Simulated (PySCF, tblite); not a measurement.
# C₆H₁₅O₂P: geometry, infrared bands and NMR shifts

Aim: predict the infrared bands and NMR shifts of C₆H₁₅O₂P (`CC(C)[P@H](=O)CCCO`).

Programs: tblite 0.8.0 and PySCF 2.14.0, with density-fitted response routines of our own. Each step states its level of theory. These are calculated values for one molecule in the gas phase, unless marked as measured. Atoms are numbered from 0 throughout.

## (1) The starting structure

24 atoms, charge 0, multiplicity 1; geometry from: force field or distance geometry start.

Bonds of the start (Å): C0–C1 1.53, C1–C2 1.51, C1–P3 1.84, P3–O4 1.52, P3–C5 1.81, C5–C6 1.53, C6–C7 1.53, C7–O8 1.42, C0–H9 1.10, C0–H10 1.11, C0–H11 1.09, C1–H12 1.08, C2–H13 1.10, C2–H14 1.10, C2–H15 1.10, P3–H16 1.42, C5–H17 1.09, C5–H18 1.10, C6–H19 1.10, C6–H20 1.09, C7–H21 1.09, C7–H22 1.10, O8–H23 0.99.

## (2) Optimising the geometry with GFN2-xTB

The job: settings as JSON, then the geometry in Å.

```
{"job": {"kind": "relax", "xc": "GFN2-xTB", "basis": "xTB"}, "charge": 0, "multiplicity": 1}
C     -2.825900    -0.791700     0.839000
C     -1.853300    -0.060300    -0.082900
C     -2.066300     1.437500    -0.004400
P     -0.130200    -0.547200     0.345900
O      0.301700     0.196900     1.601900
C      0.813400     0.093700    -1.057900
C      2.268200    -0.378600    -1.110300
C      3.118200     0.109600     0.070300
O      2.804700    -0.627300     1.243400
H     -2.685500    -0.503500     1.890000
H     -3.872400    -0.564500     0.563100
H     -2.693200    -1.874900     0.773600
H     -2.028100    -0.402600    -1.090800
H     -1.400500     1.965500    -0.696100
H     -1.887200     1.833600     1.001400
H     -3.106900     1.696800    -0.270300
H     -0.040800    -1.959300     0.369200
H      0.310400    -0.236200    -1.970600
H      0.785300     1.191700    -1.029700
H      2.281100    -1.475900    -1.126000
H      2.711800    -0.011500    -2.034100
H      4.168900    -0.071300    -0.149500
H      2.989900     1.184000     0.264400
H      2.024800    -0.184600     1.667800
```

On the command line:

```console
$ OMP_NUM_THREADS=1 python probes_run.py task.json out
```

One launch serves the whole session: the jobs run in the order shown.

**Question.** This job is followed by: GFN2-xTB harmonic vibrations, gas phase; GIAO PBE0/pcSseg-1 NMR shielding, non-relativistic, gas phase. What will the session give for the following? strongest single infrared mode (GFN2-xTB); zero-point energy (GFN2-xTB); ¹³C shifts against TMS (PBE0/pcSseg-1); ¹H shifts against TMS (PBE0/pcSseg-1, means over atoms taken as alike); ³¹P shifts against H3PO4 (PBE0/pcSseg-1); ¹⁷O shifts against H2O (PBE0/pcSseg-1).

As calculated:

```
                                                              quantity                                                                 value
                             strongest single infrared mode (GFN2-xTB)                                                 1259 cm⁻¹, 197 km/mol
                                          zero-point energy (GFN2-xTB)                                                        128.0 kcal/mol
                                ¹³C shifts against TMS (PBE0/pcSseg-1)                                65.4, 36.1, 33.1, 30.1, 19.6, 14.8 ppm
¹H shifts against TMS (PBE0/pcSseg-1, means over atoms taken as alike)  7.45, 4.24, 4.08, 1.90, 1.88, 1.70, 1.68, 1.42, 1.26, 1.14, 0.94 ppm
                              ³¹P shifts against H3PO4 (PBE0/pcSseg-1)                                                               6.9 ppm
                                ¹⁷O shifts against H2O (PBE0/pcSseg-1)                                                        54.7, 49.5 ppm
```

In words: The optimisation took 191 steps and gained 0.420 eV; among the close pairs (by a distance rule), P3–O4 changed most, from 1.522 to 1.468 Å. All 66 modes are real, so the xTB geometry is a minimum. The strongest single mode, at 1259 cm⁻¹, is carried by O4, P3, H23. Unscaled tight-binding wavenumbers are off by several per cent, some by more. Its intensities can rank the bands wrongly. The most deshielded carbon is C7 (sp3 CH2 bonded to O), at 65.4 ppm: pulled downfield by the heteroatom. At PBE0/pcSseg-1: The widest tensor belongs to P3: span 199 ppm, with a paramagnetic part of -656 ppm.
